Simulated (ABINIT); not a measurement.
NaF (Villiaumite), 2 atoms in the cell. The structure is cubic, space group Fm-3m (No. 225). The conventional cell has a = 4.640 Å, b = 4.640 Å, c = 4.640 Å, α = 90.00°, β = 90.00°, γ = 90.00°. Na (site symmetry m-3m) has 6 F at 2.32 Å as nearest neighbours. F (site symmetry m-3m) has 6 Na at 2.32 Å as nearest neighbours. 

- Program: ABINIT 10.8.3 (patched build)
- Task: dielectric tensor
- Functional: PBEsol
- Potentials or basis: PseudoDojo NC SR PBEsol v0.4.1 standard
- Cutoff: 1034 eV
- k mesh: 6 × 6 × 6, with 4 shifts
- Occupations: fixed
- Spin: no spin polarisation
- Stop of the response cycle (tolvrs): 1e-08
- Acoustic sum rule (asr): 2

Potentials or basis: PseudoDojo NC SR PBEsol v0.4.1 standard.

Launch:

```sh
$ abinit run.abi > log 2>&1
$ mrgddb < mrgddb.in > mrgddb.log 2>&1
$ anaddb anaddb.abi > anaddb.log 2>&1
```

Hardware: 1 thread of Arm Neoverse V2, on a shared host.

Task: Estimate the wall time of this run.

Result: Run time: 9.2 min on 1 thread of Arm Neoverse V2, on a shared host, peak memory 0.38 GiB. Counts: scf iterations 54, mpi ranks 1, k points 28, bands 8, plane waves 1901.
